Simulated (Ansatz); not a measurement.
# ClFH2O2Si: the cost of one run

All numbers below are computed with Ansatz 0.2.0 (RKS B3LYP-D4/6-31G).

## Step 1: The system as given

Bond lengths: Si1–Cl2 2.130 Å, Si1–O3 1.680 Å, O3–H4 1.010 Å, Si1–F5 1.589 Å, Si1–O6 1.679 Å, O6–H7 1.010 Å. Angles: Cl2–Si1–O3 109.4°, Cl2–Si1–F5 109.5°, Cl2–Si1–O6 109.5°, O3–Si1–F5 109.5°, O3–Si1–O6 109.5°, F5–Si1–O6 109.5°, Si1–O3–H4 109.5°, Si1–O6–H7 109.5°.

Coordinates:

```xyz
7

Si    0.0000    0.0000    0.0000
Cl    0.0000    0.0000    2.1300
O     1.5842    0.0000   -0.5594
H     1.9006   -0.9521   -0.6761
F    -0.7489    1.2974   -0.5295
O    -0.7913   -1.3709   -0.5594
H    -1.2459   -1.8365    0.2129
```

## Step 2: Relaxing the start

The input, input.yaml:

```yaml
crystal:
  periodic: [false, false, false]
  atoms:
    - { symbol: Si, position_ang: [0.0, 0.0, 0.0] }
    - { symbol: Cl, position_ang: [0.0, 0.0, 2.13] }
    - { symbol: O, position_ang: [1.5842, 0.0, -0.5594] }
    - { symbol: H, position_ang: [1.9006, -0.9521, -0.6761] }
    - { symbol: F, position_ang: [-0.7489, 1.2974, -0.5295] }
    - { symbol: O, position_ang: [-0.7913, -1.3709, -0.5594] }
    - { symbol: H, position_ang: [-1.2459, -1.8365, 0.2129] }
basis:
  gaussian: { orbitals: "6-31G" }
hamiltonian:
  xc: b3lyp
  dispersion: d4
relax:
  f_tol: 0.02
  max_steps: 40
```

Command:

```bash
$ ansatz run input.yaml --threads 1 --pin off --max-ram 2048MiB --backend cpu --events-out ev --progress --plain --runs-dir out
```

What time and memory should one allow on 1 thread of Arm Neoverse V1, shared host?

About 60 s, with a peak of 0.15 GiB.
